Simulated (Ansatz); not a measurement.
two structures of Cu, a comparison of enthalpies under pressure

With Ansatz 0.2.0 through its Python package.

Notebook, run cell by cell (the value of a cell's last expression is shown):

**Cell 1**
```python
import warnings

import ansatz as az
import numpy as np
from tabulate import tabulate
```

**Cell 2**
```python
def hcp(a_site, a):
    return (
        az.Lattice.from_parameters(a, a, 1.633 * a, alpha=90, beta=90, gamma=120)
        .space_group(194)
        .atom(a_site, (1 / 3, 2 / 3, 0.25))
    )
```

**Cell 3**
```python
def bcc(A, a):
    return (
        az.Lattice.bcc(a)
        .space_group(229)
        .atom(A, (0, 0, 0))
        .primitive()
    )
```

**Cell 4**
```python
def solve(name, crystal, pressure=0.0):
    calc = crystal.calculation()
    calc = calc.basis(24 * az.Ha).scf(tolerance=1e-08)
    calc = calc.functional("r2scan").kpoints(spacing=0.33)
    calc = calc.occupations("fermi_dirac", width=0.05)
    calc = calc.relax(force_tolerance=0.02, max_steps=40, cell=True, pressure=pressure)
    return calc.run(threads=1, backend="cpu")
```

**Cell 5**
```python
def volume_per_atom(outcome):
    return abs(np.linalg.det(outcome.lattice.cell_ang)) / len(outcome.lattice.sites)
```

**Cell 6**
```python
warnings.simplefilter("ignore", az.DeckWarning)
```

**Cell 7**
```python
phases = {}
phases["hcp"] = hcp("Cu", 2.56)
phases["bcc"] = bcc("Cu", 2.87)
```

**Cell 8**
```python
# H = E + PV, with 1 eV per cubic angstrom equal to 160.2 GPa
pressures = [0, 5, 10, 20]
enthalpy, volume = {name: [] for name in phases}, {name: [] for name in phases}
for p in pressures:
    for name, crystal in phases.items():
        o = solve(name, crystal, pressure=p)
        volume[name].append(volume_per_atom(o))
        enthalpy[name].append(o.report["energy_sigma0_ev"] / len(o.lattice.sites) + p * volume[name][-1] / 160.21766)
gap = np.array(enthalpy["bcc"]) - np.array(enthalpy["hcp"])
rows = [(p, va, vb, 1000 * d) for p, va, vb, d in zip(pressures, volume["hcp"], volume["bcc"], gap)]
print(tabulate(rows, headers=["P (GPa)", "V hcp (A^3/atom)", "V bcc (A^3/atom)", "H(bcc) - H(hcp) (meV/atom)"], floatfmt=".4f", tablefmt="rst"))
crossings = [p0 - g0 * (p1 - p0) / (g1 - g0) for p0, p1, g0, g1 in zip(pressures, pressures[1:], gap, gap[1:]) if g0 * g1 < 0]
print("crossing near", [round(float(p), 1) for p in crossings], "GPa") if crossings else print("no crossing in this range")
```
Output:
```text
=========  ==================  ==================  ============================
  P (GPa)    V hcp (A^3/atom)    V bcc (A^3/atom)    H(bcc) - H(hcp) (meV/atom)
=========  ==================  ==================  ============================
        0             11.4414             11.4675                       71.2691
        5             11.1174             11.1429                       71.8042
       10             10.8412             10.8652                       72.3735
       20             10.3865             10.4100                       73.6229
=========  ==================  ==================  ============================
no crossing in this range
```

Caveats:
- At a fixed pressure a relaxation lowers the enthalpy F + PV, while F alone can rise.
- For the metals among these phases the mesh is modest: differences between phases can be off by up to 40 meV an atom.
- The program warned that this SCF threshold is loose for forces or stresses.
- Only these two structures are compared, at zero temperature and with their symmetry kept; either may be hypothetical, and another phase may be lower than both. Differences under about 40 meV an atom lie within the error of mesh and functional.
- The cells are prototypes set up for this calculation and needn't exist.
- The script silences the warnings on its input, which a real study should read.
- It ran for 110 s on 1 thread of Arm Neoverse V1, on a shared host, peak memory 0.51 GiB.
